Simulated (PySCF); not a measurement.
# C2H7AlOSi: the cost of one run

The runs use PySCF 2.14.0, with density-fitted response routines of our own; the level of theory stands in each step. All values are computed, except where a source is named. Atoms are numbered from 0 throughout.

### 1 The molecule as given

12 atoms, charge 0, multiplicity 1; geometry from: GFN2-xTB. The atoms were then displaced at random by about 0.01 Å, so the start is not that level's minimum.

Bonds of the start (Å): C0–C1 1.52, C1–Si2 1.91, Si2–O3 1.64, O3–Al4 1.72, Al4–C0 2.02, C0–H5 1.11, C0–H6 1.10, C1–H7 1.09, C1–H8 1.09, Si2–H9 1.46, Si2–H10 1.48, Al4–H11 1.52.

### 2 Optimising the geometry at PBE0-D3(BJ)/def2-SVP

The job: settings as JSON, then the geometry in Å.

```
{"job": {"xc": "PBE0", "basis": "def2-SVP", "d3": "d3bj", "grid": 1, "shake": 0.01, "kind": "geom"}, "charge": 0, "multiplicity": 1}
C     -1.304890     0.081600     0.028780
C     -0.312120    -1.047480    -0.174610
Si     1.439960    -0.444700     0.278780
O      1.358580     1.177440     0.039450
Al    -0.229240     1.768890    -0.274780
H     -2.233510    -0.069030    -0.567440
H     -1.647710     0.092520     1.075140
H     -0.281410    -1.318730    -1.233090
H     -0.615950    -1.927180     0.398600
H      2.482690    -0.922900    -0.625150
H      1.787180    -0.650930     1.704730
H     -0.403870     3.232210    -0.659430
```

The run is started by

```
$ OMP_NUM_THREADS=1 python probes_run.py task.json out
```

One launch serves the whole session: the jobs run in the order shown.

Q: Estimate the wall time and peak memory of this first job on 1 thread of Arm Neoverse V1, shared host.

About 31 s, with a peak of 0.48 GiB.
